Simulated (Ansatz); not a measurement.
# CH6GeSSi: the cost of one run

All numbers below are computed with Ansatz 0.2.0 (RKS r2SCAN-D4/def2-SVP).

### 1 The structure to begin with

Bond lengths: Si1–C2 1.834 Å, C2–S3 1.792 Å, C2–Ge4 1.937 Å, S3–Ge4 2.395 Å, Si1–H5 1.450 Å, Si1–H6 1.545 Å, Si1–H7 1.449 Å, C2–H8 1.136 Å, Ge4–H9 1.475 Å, Ge4–H10 1.582 Å. Angles (14 of 19 angles, heavy atoms first): Si1–C2–S3 112.3°, Si1–C2–Ge4 110.8°, S3–C2–Ge4 79.8°, C2–S3–Ge4 52.8°, C2–Ge4–S3 47.4°, Si1–C2–H8 119.1°, S3–C2–H8 115.6°, Ge4–C2–H8 112.5°, C2–Si1–H5 111.2°, C2–Si1–H6 108.2°, C2–Si1–H7 112.5°, C2–Ge4–H9 117.6°, C2–Ge4–H10 114.6°, S3–Ge4–H9 109.9°.

Structure file:

```xyz
10

Si   -0.5618    1.2077    0.5227
C    -0.0697    0.0281   -0.7931
S    -1.2119   -1.3449   -0.9392
Ge    1.0170   -1.4003   -0.0643
H     0.5275    2.1052    0.8571
H    -1.7010    2.0961   -0.0259
H    -1.0561    0.5385    1.7095
H     0.3422    0.4314   -1.7720
H     1.9038   -2.1254   -0.9939
H     0.8930   -1.5876    1.5019
```

### 2 End point A

File input.yaml:

```yaml
crystal:
  periodic: [false, false, false]
  atoms:
    - { symbol: Si, position_ang: [-0.5618, 1.2077, 0.5227] }
    - { symbol: C, position_ang: [-0.0697, 0.0281, -0.7931] }
    - { symbol: S, position_ang: [-1.2119, -1.3449, -0.9392] }
    - { symbol: Ge, position_ang: [1.017, -1.4003, -0.0643] }
    - { symbol: H, position_ang: [0.5275, 2.1052, 0.8571] }
    - { symbol: H, position_ang: [-1.701, 2.0961, -0.0259] }
    - { symbol: H, position_ang: [-1.0561, 0.5385, 1.7095] }
    - { symbol: H, position_ang: [0.3422, 0.4314, -1.772] }
    - { symbol: H, position_ang: [1.9038, -2.1254, -0.9939] }
    - { symbol: H, position_ang: [0.893, -1.5876, 1.5019] }
basis:
  gaussian: { orbitals: def2-SVP }
hamiltonian:
  xc: r2scan
  dispersion: d4
relax:
  f_tol: 0.02
  max_steps: 50
```

Launch:

```bash
$ ansatz run input.yaml --threads 2 --pin off --max-ram 3072MiB --backend cpu --events-out ev --progress --plain --runs-dir out
```

**Question.** How long does this run take on 2 threads of Arm Neoverse N1, shared host, and how much memory does it need?

About 69 s, with a peak of 0.2 GiB.
